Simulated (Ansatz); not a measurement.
**Tl3S: relaxation of cell and atoms with PBE**

The system is Tl3S.

```xyz
4
Lattice="-2.3510 2.3510 5.1428 2.3510 -2.3510 5.1428 2.3510 2.3510 -5.1428" Properties=species:S:1:pos:R:3 pbc="T T T"
Tl    0.0000    0.0000    5.1428
Tl    2.3510    0.0000    2.5714
Tl    0.0000    2.3510    2.5714
S     0.0000    0.0000    0.0000
```

The cell comes from a database or a generator and needn't be the stable form of this composition.

- Program: Ansatz 0.2.0
- Task: relaxation of cell and atoms
- Functional: PBE
- Potentials or basis: Ansatz PAW
- Cutoff: 420 eV (not typed: the program's choice for these potentials)
- k mesh: 8 × 8 × 8
- Occupations: fermi-dirac, width 0.05 eV
- Spin: no spin polarisation
- Target pressure: 10 GPa
- Target pressure (GPa): 10

```json
{
 "Relaxed volume": "23.51 Å³/atom",
 "Relaxed cell": "a = 5.751 Å, b = 5.751 Å, c = 5.751 Å, α = 134.90°, β = 134.90°, γ = 65.69°",
 "Space group after relaxing (to 0.05 Å)": "I4/mmm (No. 139)",
 "Energy change on relaxing (the enthalpy is what falls)": "+127.0 meV/atom",
 "Ionic steps": "6",
 "Pressure after relaxing": "10.0 GPa",
 "Band gap on the k mesh": "none (metal or under the smearing width)"
}
```

The path:
```
step  energy change (eV)  largest force (eV/Å)  volume (Å³)
   1              0.0000                0.0000       113.70
   2              0.2954                0.0000        98.01
   3              0.6002                0.0000        92.58
   4              0.4981                0.0000        94.13
   5              0.5043                0.0000        94.03
   6              0.5079                0.0000        94.03
```

Final structure:
```
CELL_PARAMETERS angstrom
-2.20571 2.20571 4.83196
2.20571 -2.20571 4.83196
2.20571 2.20571 -4.83196
ATOMIC_POSITIONS crystal
Tl 0.50000 0.50000 0.00000
Tl 0.25000 0.75000 0.50000
Tl 0.75000 0.25000 0.50000
S 0.00000 0.00000 0.00000
```

Levels at points of the mesh, in eV from the Fermi level:
| k point | band 18 | band 19 | band 20 | band 21 | band 22 | band 23 | band 24 | band 25 | band 26 | band 27 |
| --- | --- | --- | --- | --- | --- | --- | --- | --- | --- | --- |
| (0.00, 0.00, 0.00) | -3.92 | -3.49 | -2.49 | -2.49 | -2.24 | 0.23 | 0.23 | 0.71 | 2.52 | 4.42 |
| (0.00, 0.00, -0.50) | -6.09 | -5.23 | -4.54 | -4.19 | -1.52 | -0.46 | -0.28 | 2.14 | 3.55 | 6.05 |
| (0.00, -0.50, 0.00) | -6.78 | -4.99 | -1.95 | -1.43 | -0.54 | -0.53 | 1.34 | 3.30 | 3.92 | 3.93 |
| (-0.50, -0.50, -0.50) | -5.82 | -3.32 | -3.32 | -2.44 | -0.83 | 1.36 | 1.36 | 4.08 | 5.09 | 5.24 |

Run time: 33 s on 2 threads of Arm Neoverse V1, with other jobs on the host, peak memory 0.5 GiB.

Caveat: the volume moved by over 15 % at a fixed basis, so the end points are rough; the plane-wave basis is chosen anew once the cell has moved, so the energies of steps on either side of that aren't comparable. Spin-orbit coupling is left out, which matters for the levels of Tl.
